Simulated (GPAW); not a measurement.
**Sn2PdAu in GPAW: the effect of strain hydrostatic**

The system is Sn2PdAu.

```
Au Sn Pd
1.0
     3.99650    0.00000    0.00000
    -1.99825    3.46107    0.00000
     0.00000    0.00000    5.47037
Au Sn Pd
1 2 1
Cartesian
  0.0000 0.0000 2.7352
  1.9982 1.1537 4.1823
  0.0000 2.3074 1.2881
  0.0000 0.0000 0.0000
```

The cell comes from a database or a generator and needn't be the stable form of this composition.

Alike in all runs:

- Program: GPAW 26.7.0
- Task: single point
- Functional: PBEsol
- Potentials or basis: PAW data sets generated in the run's folder for this functional
- Cutoff: 600 eV
- Basis: pw
- k mesh: 7 × 7 × 5
- Occupations: fermi-dirac, width 0.05 eV
- Spin: no spin polarisation
- Maxiter: 150

```tsv
strain hydrostatic	pressure (GPa)
-0.04	14.1
-0.02	4.5
-0.01	0.8
0	-2.3
0.01	-4.9
0.02	-7.0
0.04	?
```

What does the run with strain hydrostatic 0.04 give?

Pressure -10.0 GPa.

Worked out: A parabola through the other rows of the pressure, of slope -43.9 GPa per unit of strain hydrostatic there, extrapolates to -9.0 GPa, against the run's -10.0.

Caveats: with this Au data set, volumes or pressures lay over 1.5 % or 2 GPa off other programs in two to four cells of ten; the density grid can change from cell to cell, which puts small steps into energies and stress.
